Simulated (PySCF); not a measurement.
**C4H4FNS: runs on many settings**

Aim: see how C4H4FNS (`FCc1ccns1`) answers to the choice of functional, basis, grid and SCF options.

The runs use PySCF 2.14.0, with density-fitted response routines of our own; the level of theory stands in each step. All values are computed, except where a source is named. Atoms count from 0, in the outputs and in this text.

## (1) The molecule as given

11 atoms, charge 0, multiplicity 1; geometry from: GFN2-xTB.

Bonds of the start (Å): F0–C1 1.37, C1–C2 1.49, C2–C3 1.37, C3–C4 1.41, C4–N5 1.30, N5–S6 1.63, S6–C2 1.73, C1–H7 1.10, C1–H8 1.10, C3–H9 1.07, C4–H10 1.08.

## (2) Shielding tensors: PBE0/pcSseg-1

The job: settings as JSON, then the geometry in Å.

```
{"job": {"kind": "nmr", "xc": "PBE0", "basis": "pcSseg-1"}, "charge": 0, "multiplicity": 1}
F     -2.147502    -0.777828    -0.857587
C     -1.742939    -0.042672     0.225014
C     -0.263542     0.121906     0.230753
C      0.664295    -0.347122    -0.656273
C      1.956178     0.049332    -0.255726
N      2.026673     0.757219     0.837387
S      0.548647     1.006202     1.474316
H     -2.251120     0.927790     0.161747
H     -2.088890    -0.574177     1.120554
H      0.436880    -0.930778    -1.528271
H      2.866746    -0.187201    -0.777878
```

Method: GIAO PBE0/pcSseg-1 NMR shielding, non-relativistic, gas phase.

The run is started by

```bash
$ OMP_NUM_THREADS=1 python probes_run.py task.json out
```

This one command runs all jobs of the session in turn.

Log:

```text
coarse grid: 10600 points
cycle   1  E = -706.9596348862  dE =  1.293e+00  |g| = 5.213e-01  |ddm| = 3.379e+00
cycle   2  E = -706.8821017059  dE =  7.753e-02  |g| = 8.234e-01  |ddm| = 1.220e+00
cycle   3  E = -707.0084036974  dE = -1.263e-01  |g| = 1.209e-01  |ddm| = 8.167e-01
cycle   4  E = -707.0110425303  dE = -2.639e-03  |g| = 6.687e-02  |ddm| = 1.603e-01
cycle   5  E = -707.0120644806  dE = -1.022e-03  |g| = 1.352e-02  |ddm| = 7.644e-02
cycle   6  E = -707.0120985512  dE = -3.407e-05  |g| = 7.620e-03  |ddm| = 2.079e-02
cycle   7  E = -707.0121122343  dE = -1.368e-05  |g| = 6.633e-04  |ddm| = 6.593e-03
cycle   8  E = -707.0121123259  dE = -9.162e-08  |g| = 2.336e-04  |ddm| = 7.424e-04
final grid: 100664 points
cycle   9  E = -707.0611028580  dE = -2.417e-05  |g| = 9.365e-03  |ddm| = 2.639e-02
cycle  10  E = -707.0610788588  dE =  2.400e-05  |g| = 1.371e-02  |ddm| = 2.122e-02
cycle  11  E = -707.0611230110  dE = -4.415e-05  |g| = 1.035e-03  |ddm| = 1.426e-02
cycle  12  E = -707.0611232716  dE = -2.606e-07  |g| = 4.327e-04  |ddm| = 1.550e-03
cycle  13  E = -707.0611233113  dE = -3.971e-08  |g| = 1.264e-04  |ddm| = 4.225e-04
cycle  14  E = -707.0611233142  dE = -2.913e-09  |g| = 4.264e-05  |ddm| = 1.320e-04
cycle  15  E = -707.0611233146  dE = -3.326e-10  |g| = 2.162e-05  |ddm| = 5.866e-05
converged SCF energy = -707.0611233146

GIAO shielding tensors (ppm)
atom      isotropic    diamagn.    paramagn.     s11        s22        s33       span
  0 F      425.191     472.239     -47.048    397.528    409.436    468.607     71.079
  1 C      102.922     236.494    -133.572     72.216     83.415    153.135     80.919
  2 C        9.996     266.425    -256.430    -73.049    -12.831    115.866    188.915
  3 C       63.283     250.140    -186.857    -13.510     48.970    154.390    167.900
  4 C       26.551     252.977    -226.425    -54.219     17.063    116.810    171.029
  5 N      -71.619     330.250    -401.868   -321.078   -121.549    227.769    548.847
  6 S      132.019    1057.461    -925.442    -54.020    223.516    226.561    280.580
  7 H       25.501      26.757      -1.256     19.984     27.269     29.249      9.265
  8 H       25.500      26.760      -1.260     19.989     27.263     29.250      9.261
  9 H       24.258      32.198      -7.941     21.352     23.803     27.618      6.265
 10 H       23.264      28.970      -5.706     19.941     24.486     25.366      5.425
```

It took 11 s on 1 thread of Intel Xeon 6975P-C, shared host; peak memory 0.69 GiB.

Shifts follow as δ = σ(reference) − σ, with reference shieldings (ppm) from runs at the same level and on the same kind of geometry: 1H TMS 31.72, 13C TMS 186.9, 19F CFCl3 170.9, 15N NH3 267.7, 33S CS2 504. The references are single molecules in the gas phase, so shifts against H2O, NH3, PH3, H3PO4 or CFCl3 are not on the usual liquid scales and can be off by tens of ppm. Atoms listed in one row are averaged.

```tsv
atoms	environment	σ (ppm)	δ (ppm)	δ scaled to CDCl3
C2	substituted aromatic carbon next to the ring sulfur	10.0	176.9	166.4
C4	aromatic CH next to a ring nitrogen	26.6	160.4	154.6
C3	aromatic CH	63.3	123.6	118.8
C1	sp3 CH2 bonded to F, on an aromatic ring	102.9	84.0	80.1
H10	hydrogen on an aromatic CH next to a ring nitrogen	23.26	8.45	8.07
H9	hydrogen on an aromatic CH	24.26	7.46	7.14
H7, H8	hydrogen on an sp3 CH2 bonded to F, on an aromatic ring	25.50	6.22	5.97
F0	fluorine on an sp3 carbon	425.2	-254.2	–
N5	pyridine-type nitrogen of an azole	-71.6	339.3	–
S6	aromatic ring sulfur	132	372	–
```

The scaled column applies a straight-line fit of computed shieldings to shifts measured in CDCl3, with any fitted terms for Cl, Br or S neighbours, and one for carbons that bear F (root-mean-square error 0.16 ppm for H, 1.9 ppm for C).

Charges from the same density, by scheme (e):

```tsv
atoms	Mulliken	IAO	Hirshfeld	ESP fit
F0	-0.33	-0.32	-0.11	-0.21
C1	0.33	0.04	0.03	0.03
C2	-0.54	-0.17	-0.03	0.02
C3	-0.06	-0.22	-0.08	-0.24
C4	0.16	-0.03	0.00	0.12
N5	-0.47	-0.45	-0.20	-0.39
S6	0.44	0.49	0.16	0.15
```

Mayer bond orders: F0–C1 0.91, C1–C2 0.97, C2–C3 1.53, C3–C4 1.24, C4–N5 1.60, N5–S6 1.17, S6–C2 1.19.

Ring of atoms C2, C3, C4, N5, S6: NICS(0) -12.2, NICS(1) -11.5, NICS(1)zz -28.6 ppm (means of both faces).

## (3) TDDFT and polarisability: PBE0/def2-SVPD

Same as in step 2 but for these lines:

```diff
@@ -1,2 +1,2 @@
-{"job": {"kind": "nmr", "xc": "PBE0", "basis": "pcSseg-1"}, "charge": 0, "multiplicity": 1}
+{"job": {"kind": "uv", "xc": "PBE0", "basis": "def2-SVPD", "nstates": 6, "ntriplets": 2}, "charge": 0, "multiplicity": 1}
 F     -2.147502    -0.777828    -0.857587
```

Level: TDDFT PBE0/def2-SVPD, vertical, gas phase, core orbitals frozen in the response.

Log:

```text
coarse grid: 10600 points
cycle   1  E = -706.6585799565  dE =  1.233e+00  |g| = 4.808e-01  |ddm| = 5.878e+00
cycle   2  E = -706.5791522648  dE =  7.943e-02  |g| = 7.856e-01  |ddm| = 1.966e+00
cycle   3  E = -706.7039383298  dE = -1.248e-01  |g| = 1.132e-01  |ddm| = 1.410e+00
cycle   4  E = -706.7062620947  dE = -2.324e-03  |g| = 6.382e-02  |ddm| = 3.076e-01
cycle   5  E = -706.7072228497  dE = -9.608e-04  |g| = 1.294e-02  |ddm| = 1.338e-01
cycle   6  E = -706.7072541754  dE = -3.133e-05  |g| = 7.479e-03  |ddm| = 3.183e-02
cycle   7  E = -706.7072679060  dE = -1.373e-05  |g| = 7.313e-04  |ddm| = 1.070e-02
cycle   8  E = -706.7072680203  dE = -1.143e-07  |g| = 2.927e-04  |ddm| = 1.540e-03
final grid: 100664 points
cycle   9  E = -706.7832654951  dE = -1.808e-05  |g| = 9.580e-03  |ddm| = 9.521e-02
cycle  10  E = -706.7832359193  dE =  2.958e-05  |g| = 1.435e-02  |ddm| = 3.636e-02
cycle  11  E = -706.7832875573  dE = -5.164e-05  |g| = 1.092e-03  |ddm| = 2.414e-02
cycle  12  E = -706.7832878776  dE = -3.203e-07  |g| = 3.919e-04  |ddm| = 2.659e-03
cycle  13  E = -706.7832879111  dE = -3.352e-08  |g| = 1.011e-04  |ddm| = 6.354e-04
cycle  14  E = -706.7832879133  dE = -2.127e-09  |g| = 2.529e-05  |ddm| = 1.629e-04
cycle  15  E = -706.7832879134  dE = -1.162e-10  |g| = 1.472e-05  |ddm| = 7.551e-05
converged SCF energy = -706.7832879134

Static polarisability (au): isotropic 68.967, principal 46.901 77.101 82.899

Singlet excitations
state   eV       nm        f      main configurations
  1   5.5702    222.6   0.00210   H-2->L 0.98
  2   5.7682    214.9   0.10770   H->L 0.74, H-1->L 0.16
  3   5.9293    209.1   0.09286   H-1->L 0.76, H->L 0.18
  4   6.0735    204.1   0.00003   H->L+1 0.94
  5   6.3873    194.1   0.00004   H-1->L+1 0.95
  6   6.9296    178.9   0.01391   H-2->L+1 0.93

Triplet excitations (Tamm-Dancoff, eV): 3.9632 4.3934
```

Wall time 15 s (1 thread of Intel Xeon 6975P-C, shared host); peak memory 0.73 GiB.

The orbitals next to the gap, with their largest atomic shares:

```tsv
orbital	eV	atoms
HOMO−3	-10.31	S6 44 %, F0 12 %, C2 12 %
HOMO−2	-8.50	N5 64 %, C4 10 %, S6 10 %
HOMO−1	-7.90	C3 30 %, C2 22 %, N5 18 %
HOMO	-7.76	S6 38 %, C4 20 %, N5 16 %
LUMO	-1.20	S6 23 %, C2 22 %, N5 20 %
LUMO+1	-0.08	S6 61 %, N5 11 %, C2 8 %
LUMO+2	0.56	C1 25 %, S6 20 %, C3 10 %
```

With each of the 6 states as a Gaussian band of 0.4 eV half-width at 1/e, the curve within the window shown has maxima at 212 nm (ε 7,900), 179 nm (ε 570) L/(mol cm). Beyond the last state computed it falls off for lack of states. The curve at chosen wavelengths:

(nm, ε (L/mol/cm)): (171, 321), (174, 465), (177, 557), (180, 568), (183, 530), (186, 528), (189, 683), (193, 1344), (196, 2275), (199, 3543), (202, 4987), (205, 6351), (208, 7365), (211, 7833), (214, 7695), (217, 7026), (220, 5998), (223, 4813), (226, 3649), (230, 2327), (233, 1571), (236, 1016), (239, 632), (242, 379), (245, 220), (248, 124)

Ground-state properties from the same run:

```tsv
property	computed
dipole moment (D)	1.26
polarisability (Å³)	10.22
HOMO–LUMO gap (eV)	6.57
−ε(HOMO) (eV)	7.76
```

## (4) NMR shieldings: revPBE/pcseg-1 in chloroform

Same as in step 3 but for these lines:

```diff
@@ -1,2 +1,2 @@
-{"job": {"kind": "uv", "xc": "PBE0", "basis": "def2-SVPD", "nstates": 6, "ntriplets": 2}, "charge": 0, "multiplicity": 1}
+{"job": {"kind": "nmr", "xc": "revPBE", "basis": "pcseg-1", "solvent": "chloroform", "pop": true, "scf": {"aux": "def2-qzvpp-jkfit"}}, "charge": 0, "multiplicity": 1}
 F     -2.147502    -0.777828    -0.857587
```

Method: GIAO revPBE/pcseg-1 NMR shielding, non-relativistic, IEF-PCM chloroform.

Log:

```text
final grid: 100664 points
cycle   1  E = -707.3089373130  dE =  1.080e+00  |g| = 4.839e-01  |ddm| = 3.891e+00
cycle   2  E = -707.1702224954  dE =  1.387e-01  |g| = 9.123e-01  |ddm| = 1.571e+00
cycle   3  E = -707.3535463786  dE = -1.833e-01  |g| = 1.542e-01  |ddm| = 1.140e+00
cycle   4  E = -707.3586609835  dE = -5.115e-03  |g| = 7.812e-02  |ddm| = 2.389e-01
cycle   5  E = -707.3601219767  dE = -1.461e-03  |g| = 2.331e-02  |ddm| = 1.099e-01
cycle   6  E = -707.3602501348  dE = -1.282e-04  |g| = 9.569e-03  |ddm| = 3.360e-02
cycle   7  E = -707.3602709540  dE = -2.082e-05  |g| = 1.912e-03  |ddm| = 9.438e-03
cycle   8  E = -707.3602718557  dE = -9.017e-07  |g| = 3.207e-04  |ddm| = 2.372e-03
cycle   9  E = -707.3602718768  dE = -2.112e-08  |g| = 1.460e-04  |ddm| = 4.606e-04
cycle  10  E = -707.3602718818  dE = -5.016e-09  |g| = 2.639e-05  |ddm| = 1.665e-04
cycle  11  E = -707.3602718820  dE = -1.551e-10  |g| = 1.619e-05  |ddm| = 5.700e-05
converged SCF energy = -707.3602718820

GIAO shielding tensors (ppm)
atom      isotropic    diamagn.    paramagn.     s11        s22        s33       span
  0 F      415.580     473.193     -57.613    389.885    398.285    458.570     68.685
  1 C      106.447     237.414    -130.967     73.432     86.260    159.648     86.215
  2 C       17.332     265.798    -248.466    -57.159     -7.220    116.376    173.536
  3 C       73.467     250.476    -177.009      3.569     58.231    158.601    155.032
  4 C       40.445     253.752    -213.307    -28.943     26.685    123.594    152.537
  5 N      -30.612     328.517    -359.129   -235.533    -82.928    226.624    462.157
  6 S      118.869    1059.768    -940.899    -45.137    174.219    227.525    272.662
  7 H       25.347      26.657      -1.310     19.873     27.052     29.117      9.244
  8 H       25.346      26.661      -1.315     19.877     27.046     29.116      9.239
  9 H       24.412      32.629      -8.216     21.641     23.836     27.760      6.119
 10 H       23.568      29.349      -5.781     20.269     24.859     25.576      5.307
```

Wall time 8.8 s (1 thread of Intel Xeon 6975P-C, shared host); peak memory 0.67 GiB.

In short: σ C2 17.3, C4 40.4, C3 73.5, C1 106.4, H10 23.57, H9 24.41 ppm.

## (5) TDDFT and polarisability: WP04/6-311+G(2d,p)

Same as in step 4 but for these lines:

```diff
@@ -1,2 +1,2 @@
-{"job": {"kind": "nmr", "xc": "revPBE", "basis": "pcseg-1", "solvent": "chloroform", "pop": true, "scf": {"aux": "def2-qzvpp-jkfit"}}, "charge": 0, "multiplicity": 1}
+{"job": {"kind": "uv", "xc": "WP04", "basis": "6-311+G(2d,p)", "nstates": 25, "ntriplets": 5, "tda": true, "scf": {"level_shift": 0.1}}, "charge": 0, "multiplicity": 1}
 F     -2.147502    -0.777828    -0.857587
```

Level: TDA WP04/6-311+G(2d,p), vertical, gas phase, core orbitals frozen in the response.

Log:

```text
final grid: 100664 points
cycle   1  E = -718.0491317515  dE =  1.164e+00  |g| = 8.665e-01  |ddm| = 4.247e+00
cycle   2  E = -717.8744796116  dE =  1.747e-01  |g| = 1.334e+00  |ddm| = 1.956e+00
cycle   3  E = -718.1747133181  dE = -3.002e-01  |g| = 1.385e-01  |ddm| = 9.152e-01
cycle   4  E = -718.1782276723  dE = -3.514e-03  |g| = 5.121e-02  |ddm| = 2.224e-01
cycle   5  E = -718.1788091740  dE = -5.815e-04  |g| = 1.913e-02  |ddm| = 8.906e-02
cycle   6  E = -718.1788723359  dE = -6.316e-05  |g| = 7.506e-03  |ddm| = 2.184e-02
cycle   7  E = -718.1788838557  dE = -1.152e-05  |g| = 2.421e-03  |ddm| = 7.220e-03
cycle   8  E = -718.1788850165  dE = -1.161e-06  |g| = 5.964e-04  |ddm| = 3.324e-03
cycle   9  E = -718.1788850892  dE = -7.269e-08  |g| = 1.423e-04  |ddm| = 9.717e-04
cycle  10  E = -718.1788850932  dE = -4.017e-09  |g| = 6.231e-05  |ddm| = 2.742e-04
cycle  11  E = -718.1788850941  dE = -9.572e-10  |g| = 1.337e-05  |ddm| = 8.105e-05
level shift removed, Fock matrix diagonalised once more
converged SCF energy = -718.1788850941

Static polarisability (au): isotropic 65.089, principal 42.590 73.775 78.903

Singlet excitations
state   eV       nm        f      main configurations
  1   5.5426    223.7   0.00289   H-2->L 0.98
  2   5.7500    215.6   0.10874   H->L 0.48, H-1->L 0.33
  3   5.9580    208.1   0.00002   H->L+1 0.96
  4   6.0007    206.6   0.10666   H-1->L 0.51, H->L 0.35
  5   6.1450    201.8   0.00003   H-1->L+1 0.97
  6   6.8400    181.3   0.01384   H-2->L+1 0.93
  7   7.1887    172.5   0.00003   H->L+3 0.50, H-1->L+3 0.42
  8   7.2882    170.1   0.00040   H-1->L+3 0.45, H-3->L 0.30, H->L+3 0.21
  9   7.4782    165.8   0.00162   H-3->L 0.51, H->L+3 0.25, H->L+4 0.12
 10   7.6141    162.8   0.00199   H->L+4 0.83, H-3->L 0.11
 11   7.6531    162.0   0.07397   H->L+2 0.69, H-2->L+3 0.10
 12   7.6894    161.2   0.00058   H-1->L+4 0.60, H-2->L+2 0.36
 13   7.7144    160.7   0.00352   H-2->L+2 0.59, H-1->L+4 0.37
 14   7.8859    157.2   0.05769   H-4->L 0.58, H-1->L+2 0.32
 15   8.0299    154.4   0.00391   H->L+5 0.89, H-5->L 0.09
 16   8.0687    153.7   0.00937   H-5->L 0.82, H->L+5 0.09
 17   8.1046    153.0   0.00649   H-1->L+5 0.97
 18   8.1281    152.5   0.17504   H-1->L+2 0.35, H-4->L 0.34, H-6->L 0.10
 19   8.1894    151.4   0.08096   H-2->L+3 0.76, H-2->L+4 0.08
 20   8.4135    147.4   0.00159   H->L+6 0.61, H-1->L+6 0.36
 21   8.4819    146.2   0.04259   H-2->L+4 0.78
 22   8.5486    145.0   0.00687   H-1->L+6 0.60, H->L+6 0.32
 23   8.6276    143.7   0.00223   H->L+7 0.79, H-1->L+7 0.11
 24   8.7832    141.2   0.00641   H-2->L+5 0.62, H-1->L+7 0.20
 25   8.8291    140.4   0.01047   H-1->L+7 0.50, H-2->L+5 0.26

Triplet excitations (Tamm-Dancoff, eV): 3.8443 4.2540 4.9175 5.5436 5.8795
```

Run time: 23 s. Hardware: 1 thread of Intel Xeon 6975P-C, shared host; peak memory 0.85 GiB.

In short: HOMO -8.79 eV, LUMO -3.26 eV; lowest singlet 5.54 eV.

## (6) Shielding tensors: LC-wPBE/3-21G

Same as in step 5 but for these lines:

```diff
@@ -1,2 +1,2 @@
-{"job": {"kind": "uv", "xc": "WP04", "basis": "6-311+G(2d,p)", "nstates": 25, "ntriplets": 5, "tda": true, "scf": {"level_shift": 0.1}}, "charge": 0, "multiplicity": 1}
+{"job": {"kind": "nmr", "xc": "LC-wPBE", "basis": "3-21G", "pop": true, "grid": 4, "scf": {"level_shift": 0.2}}, "charge": 0, "multiplicity": 1}
 F     -2.147502    -0.777828    -0.857587
```

With the program's defaults for keys left out, this is: GIAO LC-wPBE/3-21G NMR shielding, non-relativistic, gas phase.

Log:

```text
final grid: 262672 points
cycle   1  E = -703.3882461062  dE =  1.421e+00  |g| = 7.421e-01  |ddm| = 3.695e+00
cycle   2  E = -703.4856735560  dE = -9.743e-02  |g| = 5.654e-01  |ddm| = 1.535e+00
cycle   3  E = -703.5369682701  dE = -5.129e-02  |g| = 9.022e-02  |ddm| = 4.366e-01
cycle   4  E = -703.5394289496  dE = -2.461e-03  |g| = 2.619e-02  |ddm| = 1.809e-01
cycle   5  E = -703.5397633803  dE = -3.344e-04  |g| = 9.291e-03  |ddm| = 6.170e-02
cycle   6  E = -703.5398418033  dE = -7.842e-05  |g| = 4.334e-03  |ddm| = 3.073e-02
cycle   7  E = -703.5398644685  dE = -2.267e-05  |g| = 2.462e-03  |ddm| = 1.395e-02
cycle   8  E = -703.5398710006  dE = -6.532e-06  |g| = 1.056e-03  |ddm| = 7.998e-03
cycle   9  E = -703.5398724014  dE = -1.401e-06  |g| = 4.197e-04  |ddm| = 3.247e-03
cycle  10  E = -703.5398726264  dE = -2.250e-07  |g| = 1.864e-04  |ddm| = 1.378e-03
cycle  11  E = -703.5398726641  dE = -3.772e-08  |g| = 7.084e-05  |ddm| = 5.871e-04
cycle  12  E = -703.5398726705  dE = -6.333e-09  |g| = 3.257e-05  |ddm| = 2.335e-04
cycle  13  E = -703.5398726715  dE = -1.048e-09  |g| = 1.277e-05  |ddm| = 1.003e-04
cycle  14  E = -703.5398726745  dE = -2.977e-09  |g| = 5.810e-06  |ddm| = 3.607e-05
cycle  15  E = -703.5398726745  dE = -3.320e-11  |g| = 2.735e-06  |ddm| = 1.778e-05
level shift removed, Fock matrix diagonalised once more
converged SCF energy = -703.5398726745

GIAO shielding tensors (ppm)
atom      isotropic    diamagn.    paramagn.     s11        s22        s33       span
  0 F      452.637     466.155     -13.518    416.423    436.810    504.679     88.256
  1 C      140.242     237.394     -97.152    112.905    124.499    183.322     70.417
  2 C       55.825     262.157    -206.332    -14.543     30.844    151.174    165.717
  3 C      103.722     251.432    -147.710     36.862     92.866    181.438    144.576
  4 C       71.728     255.105    -183.376      0.723     64.240    150.222    149.499
  5 N      -38.832     339.720    -378.552   -310.294    -58.806    252.605    562.899
  6 S      268.704    1053.676    -784.972     99.234    328.965    377.913    278.679
  7 H       27.098      27.436      -0.338     21.525     28.547     31.223      9.699
  8 H       27.098      27.431      -0.332     21.529     28.541     31.225      9.697
  9 H       25.688      30.618      -4.930     22.485     25.837     28.743      6.258
 10 H       24.670      29.431      -4.761     21.649     25.119     27.241      5.592
```

Wall time 16 s (1 thread of Intel Xeon 6975P-C, shared host); peak memory 0.53 GiB.

In short: δ C2 158.1, C4 142.2, C3 110.2, C1 73.7, H10 8.67, H9 7.65 ppm.

## (7) Run by run: NMR shifts

Isotropic shieldings (ppm) of some atoms, chosen among heavy atoms and hydrogens apart, means over like atoms, with basis size and wall time:

```tsv
run	C2	C4	C3	H9	H7	N5	S6	functions	time
PBE0/pcSseg-1	10.0	26.6	63.3	24.26	25.50	-71.6	132	146	11 s
revPBE/pcseg-1 in chloroform	17.3	40.4	73.5	24.41	25.35	-30.6	119	122	8.8 s
LC-wPBE/3-21G	55.8	71.7	103.7	25.69	27.10	-38.8	269	75	16 s
```

## (8) Run by run: electronic excitations

Excitations and ground-state properties, with basis size and wall time:

```tsv
run	lowest singlet (eV)	brightest (eV)	f	gap (eV)	α (Å³)	μ (D)	functions	time
PBE0/def2-SVPD	5.57	5.77	0.108	6.57	10.22	1.26	182	15 s
WP04/6-311+G(2d,p)	5.54	8.13	0.175	5.54	9.65	1.21	221	23 s
```

## (9) Outcome

| quantity | value |
| --- | --- |
| 13C shifts against TMS (PBE0/pcSseg-1) | 176.9, 160.4, 123.6, 84.0 ppm |
| 1H shifts against TMS (PBE0/pcSseg-1, means over atoms taken as alike) | 8.45, 7.46, 6.22 ppm |
| 19F shifts against CFCl3 (PBE0/pcSseg-1) | -254.2 ppm |
| 15N shifts against NH3 (PBE0/pcSseg-1) | 339.3 ppm |
| 33S shifts against CS2 (PBE0/pcSseg-1) | 372 ppm |
| lowest singlet (PBE0/def2-SVPD) | 5.57 eV (223 nm), f = 0.002 |
| brightest single state of those computed | state 2, 5.77 eV, f = 0.108 |
| lowest triplet | 3.96 eV |
| range of the shielding of S6 | 119 to 269 ppm |
| range of the lowest singlet | 5.54 to 5.57 eV |

What this shows: Single values in the summary come from the first run of each kind that ended normally (PBE0/pcSseg-1; PBE0/def2-SVPD), which need not be the best level. At PBE0/pcSseg-1: The widest tensor belongs to N5: span 549 ppm, with a paramagnetic part of -402 ppm. NICS(1)zz of -29 ppm above the planar ring from C2 marks a diatropic (aromatic) ring current. The first singlet state (HOMO−2→LUMO 0.98) lies at 5.57 eV and is weak; of the 6 states computed, the strongest absorption comes from state 2 at 5.77 eV. The lowest triplet lies 1.61 eV below the lowest singlet (triplets in Tamm-Dancoff, singlets in full TDDFT). In ppm, S6 moves most: its shielding spreads over 150 ppm, from 119 (revPBE/pcseg-1 in chloroform) to 269 (LC-wPBE/3-21G). The lowest singlet runs from 5.54 eV (WP04/6-311+G(2d,p)) to 5.57 eV (PBE0/def2-SVPD), while the orbital gap spans 5.54 to 6.57 eV. The lowest state need not be the same one in every run. The runs solved for a few states only, so the brightest column depends on that window.
